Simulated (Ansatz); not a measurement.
# C: the cost of one run

Method: DFT PBE, scalar-relativistic, plane waves, PAW, in Ansatz 0.2.0.

## 1. Starting point

It takes space group Fd-3m (No. 227, cubic). The conventional cell has a = 3.567 Å, b = 3.567 Å, c = 3.567 Å, α = 90.00°, β = 90.00°, γ = 90.00°. C (site symmetry -43m) is surrounded by 4 C at 1.54 Å.

Structure file:

```
C
1.0
     0.00000    5.35011    5.35011
     5.35011    0.00000    5.35011
     5.35011    5.35011    0.00000
C
54
Direct
  0.00000 0.00000 0.00000
  0.00000 0.00000 0.33333
  0.00000 0.00000 0.66667
  0.00000 0.33333 0.00000
  0.00000 0.33333 0.33333
  0.00000 0.33333 0.66667
  0.00000 0.66667 0.00000
  0.00000 0.66667 0.33333
  0.00000 0.66667 0.66667
  0.33333 0.00000 0.00000
  0.33333 0.00000 0.33333
  0.33333 0.00000 0.66667
  0.33333 0.33333 0.00000
  0.33333 0.33333 0.33333
  0.33333 0.33333 0.66667
  0.33333 0.66667 0.00000
  0.33333 0.66667 0.33333
  0.33333 0.66667 0.66667
  0.66667 0.00000 0.00000
  0.66667 0.00000 0.33333
  0.66667 0.00000 0.66667
  0.66667 0.33333 0.00000
  0.66667 0.33333 0.33333
  0.66667 0.33333 0.66667
  0.66667 0.66667 0.00000
  0.66667 0.66667 0.33333
  0.66667 0.66667 0.66667
  0.08333 0.08333 0.08333
  0.08333 0.08333 0.41667
  0.08333 0.08333 0.75000
  0.08333 0.41667 0.08333
  0.08333 0.41667 0.41667
  0.08333 0.41667 0.75000
  0.08333 0.75000 0.08333
  0.08333 0.75000 0.41667
  0.08333 0.75000 0.75000
  0.41667 0.08333 0.08333
  0.41667 0.08333 0.41667
  0.41667 0.08333 0.75000
  0.41667 0.41667 0.08333
  0.41667 0.41667 0.41667
  0.41667 0.41667 0.75000
  0.41667 0.75000 0.08333
  0.41667 0.75000 0.41667
  0.41667 0.75000 0.75000
  0.75000 0.08333 0.08333
  0.75000 0.08333 0.41667
  0.75000 0.08333 0.75000
  0.75000 0.41667 0.08333
  0.75000 0.41667 0.41667
  0.75000 0.41667 0.75000
  0.75000 0.75000 0.08333
  0.75000 0.75000 0.41667
  0.75000 0.75000 0.75000
```

The runs take a perfect supercell of 54 atoms; the defect goes to fractional position (0.000, 0.000, 0.000).

## 2. The perfect supercell

The input, input.yaml:

```yaml
crystal:
  lattice:
    - [0.0, 5.35011, 5.35011]
    - [5.35011, 0.0, 5.35011]
    - [5.35011, 5.35011, 0.0]
  atoms:
    - { symbol: C, position: [0.0, 0.0, 0.0] }
    - { symbol: C, position: [0.0, 0.0, 0.333333] }
    - { symbol: C, position: [0.0, 0.0, 0.666667] }
    - { symbol: C, position: [0.0, 0.333333, 0.0] }
    - { symbol: C, position: [0.0, 0.333333, 0.333333] }
    - { symbol: C, position: [0.0, 0.333333, 0.666667] }
    - { symbol: C, position: [0.0, 0.666667, 0.0] }
    - { symbol: C, position: [0.0, 0.666667, 0.333333] }
    - { symbol: C, position: [0.0, 0.666667, 0.666667] }
    - { symbol: C, position: [0.333333, 0.0, 0.0] }
    - { symbol: C, position: [0.333333, 0.0, 0.333333] }
    - { symbol: C, position: [0.333333, 0.0, 0.666667] }
    - { symbol: C, position: [0.333333, 0.333333, 0.0] }
    - { symbol: C, position: [0.333333, 0.333333, 0.333333] }
    - { symbol: C, position: [0.333333, 0.333333, 0.666667] }
    - { symbol: C, position: [0.333333, 0.666667, 0.0] }
    - { symbol: C, position: [0.333333, 0.666667, 0.333333] }
    - { symbol: C, position: [0.333333, 0.666667, 0.666667] }
    - { symbol: C, position: [0.666667, 0.0, 0.0] }
    - { symbol: C, position: [0.666667, 0.0, 0.333333] }
    - { symbol: C, position: [0.666667, 0.0, 0.666667] }
    - { symbol: C, position: [0.666667, 0.333333, 0.0] }
    - { symbol: C, position: [0.666667, 0.333333, 0.333333] }
    - { symbol: C, position: [0.666667, 0.333333, 0.666667] }
    - { symbol: C, position: [0.666667, 0.666667, 0.0] }
    - { symbol: C, position: [0.666667, 0.666667, 0.333333] }
    - { symbol: C, position: [0.666667, 0.666667, 0.666667] }
    - { symbol: C, position: [0.083333, 0.083333, 0.083333] }
    - { symbol: C, position: [0.083333, 0.083333, 0.416667] }
    - { symbol: C, position: [0.083333, 0.083333, 0.75] }
    - { symbol: C, position: [0.083333, 0.416667, 0.083333] }
    - { symbol: C, position: [0.083333, 0.416667, 0.416667] }
    - { symbol: C, position: [0.083333, 0.416667, 0.75] }
    - { symbol: C, position: [0.083333, 0.75, 0.083333] }
    - { symbol: C, position: [0.083333, 0.75, 0.416667] }
    - { symbol: C, position: [0.083333, 0.75, 0.75] }
    - { symbol: C, position: [0.416667, 0.083333, 0.083333] }
    - { symbol: C, position: [0.416667, 0.083333, 0.416667] }
    - { symbol: C, position: [0.416667, 0.083333, 0.75] }
    - { symbol: C, position: [0.416667, 0.416667, 0.083333] }
    - { symbol: C, position: [0.416667, 0.416667, 0.416667] }
    - { symbol: C, position: [0.416667, 0.416667, 0.75] }
    - { symbol: C, position: [0.416667, 0.75, 0.083333] }
    - { symbol: C, position: [0.416667, 0.75, 0.416667] }
    - { symbol: C, position: [0.416667, 0.75, 0.75] }
    - { symbol: C, position: [0.75, 0.083333, 0.083333] }
    - { symbol: C, position: [0.75, 0.083333, 0.416667] }
    - { symbol: C, position: [0.75, 0.083333, 0.75] }
    - { symbol: C, position: [0.75, 0.416667, 0.083333] }
    - { symbol: C, position: [0.75, 0.416667, 0.416667] }
    - { symbol: C, position: [0.75, 0.416667, 0.75] }
    - { symbol: C, position: [0.75, 0.75, 0.083333] }
    - { symbol: C, position: [0.75, 0.75, 0.416667] }
    - { symbol: C, position: [0.75, 0.75, 0.75] }
basis:
  ecutwfc: 420
  fft_grid_basis: typed
kpoints:
  mp_grid: { grid: [2, 2, 2] }
hamiltonian:
  xc: pbe
  pseudopotentials: { kind: paw }
scf:
  occupations: { method: gaussian, width: 0.05 }
output:
  forces: true
  stress: false
  eigenvalues: true
  bader: false
  write_density: true
  volumetric_format: npy
```

On the command line:

```bash
> ansatz run input.yaml --threads 4 --pin off --max-ram 10240MiB --backend cpu --events-out ev --progress --plain --runs-dir out
```

**Question.** How long does this run take on 4 threads of Intel Xeon Platinum 8259CL at 2.50GHz (Skylake/Cascade Lake), shared host, and how much memory does it need?

About 8 s, with a peak of 1.1 GiB.
